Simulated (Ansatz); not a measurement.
# CH6Si: the cost of one run

Computed with Ansatz 0.2.0, Gaussian basis. Level: PBE0-D4/def2-TZVP structures, single points in def2-TZVPP, no counterpoise correction.

Levels: SPW92, PBE-D4, BLYP-D4, r2SCAN-D4, B97M-V, PBE0-D4, B3LYP-D4, r2SCAN0-D4, BHLYP-D4, CAM-B3LYP-D4, wB97X-V, wB97M-V, B2PLYP, PBE-QIDH, RPA on PBE, Hartree-Fock, MP2, CCSD, CCSD(T).

Correlated methods freeze the cores. Filled d shells of the heavier atoms are correlated. B3LYP uses VWN-RPA correlation. B2PLYP carries no dispersion term here.

94 further runs of the same task are left out: 94 set aside as unsound or not needed.

## Step 1: Where the work starts

The complex: 11 atoms, charge 0, spin multiplicity 1.

Atoms are counted from 1 here; the program's logs count them from 0.

Bond lengths: Si1–C2 1.868 Å, Si1–H3 1.489 Å, Si1–H4 1.489 Å, Si1–H5 1.489 Å, C2–H8 1.092 Å, C2–H9 1.092 Å, C2–H10 1.092 Å, H6–Se7 1.467 Å, Se7–H11 1.467 Å. Angles: C2–Si1–H3 111.0°, C2–Si1–H4 111.1°, C2–Si1–H5 111.0°, H3–Si1–H4 107.9°, H3–Si1–H5 107.8°, H4–Si1–H5 107.9°, Si1–C2–H8 110.8°, Si1–C2–H9 110.1°, Si1–C2–H10 110.8°, H8–C2–H9 108.4°, H8–C2–H10 108.1°, H9–C2–H10 108.4°, H6–Se7–H11 91.0°.

Geometry (Å):

```
atom     x (Å)     y (Å)     z (Å)
 Si1  -1.19550   0.26802  -0.01500
  C2  -0.43409  -1.26065   0.74126
  H3  -0.88764   0.35433  -1.46955
  H4  -2.67603   0.26156   0.13972
  H5  -0.67326   1.50209   0.63494
  H6   2.00978   1.87993  -0.07008
 Se7   2.81668   0.87135  -0.76556
  H8  -0.66051  -1.31966   1.80817
  H9   0.65101  -1.23985   0.61894
 H10  -0.81870  -2.16345   0.26160
 H11   1.86826   0.84623  -1.88443
```

Its parts: CH6Si holds atoms 1, 2, 3, 4, 5, 8, 9, 10; H2Se holds atoms 6, 7, 11. Each part counts its atoms afresh in its own runs.

## Step 2: Relaxing CH6Si alone

Contents of relax-a/in.yaml:

```yaml
crystal:
  periodic: [false, false, false]
  atoms:
    - {symbol: Si, position_ang: [-1.195504, 0.268019, -0.015000]}
    - {symbol: C, position_ang: [-0.434092, -1.260646, 0.741261]}
    - {symbol: H, position_ang: [-0.887638, 0.354327, -1.469545]}
    - {symbol: H, position_ang: [-2.676028, 0.261565, 0.139715]}
    - {symbol: H, position_ang: [-0.673261, 1.502090, 0.634935]}
    - {symbol: H, position_ang: [-0.660513, -1.319663, 1.808173]}
    - {symbol: H, position_ang: [0.651013, -1.239848, 0.618940]}
    - {symbol: H, position_ang: [-0.818697, -2.163452, 0.261596]}
basis:
  gaussian: {orbitals: def2-TZVP}
hamiltonian: {xc: pbe0, dispersion: d4}
relax: {f_tol: 0.005, max_steps: 200}
```

Started as:

```sh
$ ansatz run in.yaml --threads 4 --pin off --events-out ev --progress --plain --max-ram 9574MiB
```

**Question.** How long does this run take on 4 threads of Arm Neoverse V1, shared host?

About 2.5 s.
